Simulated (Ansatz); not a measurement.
# Y2SiSe: the cost of one run

Computed with Ansatz 0.2.0 (DFT PBE, scalar-relativistic, plane waves, PAW, unless a step's input says otherwise).

**1. The system as given**

The structure is trigonal, space group P-3m1 (No. 164). The conventional cell has a = 3.756 Å, b = 3.756 Å, c = 6.688 Å, α = 90.00°, β = 90.00°, γ = 120.00°. Y (site symmetry 3m) has 3 Se at 2.73 Å and 3 Si at 2.74 Å in its first shell of neighbours. Around Si (site symmetry -3m) lie 6 Y at 2.74 Å. Se (site symmetry -3m) has 6 Y at 2.73 Å in its first shell of neighbours.

As a file:

```cif
data_structure
_symmetry_space_group_name_H-M 'P-3m1'
_symmetry_Int_Tables_number 164
_cell_length_a 3.7556
_cell_length_b 3.7556
_cell_length_c 6.6879
_cell_angle_alpha 90.000
_cell_angle_beta 90.000
_cell_angle_gamma 120.000
_cell_volume 81.69
loop_
_atom_site_label
_atom_site_type_symbol
_atom_site_symmetry_multiplicity
_atom_site_Wyckoff_symbol
_atom_site_fract_x
_atom_site_fract_y
_atom_site_fract_z
_atom_site_occupancy
Y1 Y 2 d 0.33333 0.66667 0.24830 1
Si1 Si 1 b 0.00000 0.00000 0.50000 1
Se1 Se 1 a 0.00000 0.00000 0.00000 1
```

Recipe of the guess: species swapped into a database cell of LiHfSe2 (P-3m1, No. 164), with Si on the Li sites, Se on the Hf sites and Y on the Se sites. The dimensions are guesses.

**2. The guess as it stands, on a coarse mesh**

Contents of input.yaml:

```yaml
crystal:
  lattice:
    - [3.75556628, 0.0, 0.0]
    - [-1.87778314, 3.25241581, 0.0]
    - [0.0, 0.0, 6.68787123]
  atoms:
    - { symbol: "Y", position: [0.33333333, 0.66666667, 0.24830338] }
    - { symbol: "Y", position: [0.66666667, 0.33333333, 0.75169662] }
    - { symbol: Si, position: [0.0, 0.0, 0.5] }
    - { symbol: Se, position: [0.0, 0.0, 0.0] }
basis:
  ecutwfc: 420
kpoints:
  mp_grid: { grid: [6, 6, 4] }
hamiltonian:
  xc: pbe
scf:
  occupations: { method: gaussian, width: 0.1 }
  lower_state_search: "off"
output:
  forces: true
  stress: true
  eigenvalues: true
```

On the command line:

```sh
> ansatz run input.yaml --threads 1 --pin off --max-ram 2560MiB --backend cpu --events-out ev --progress --plain --runs-dir out
```

What time and memory should one allow on 1 thread of Intel Xeon Platinum 8375C at 2.90GHz (Ice Lake), shared host?

About 3.3 s, with a peak of 0.41 GiB.
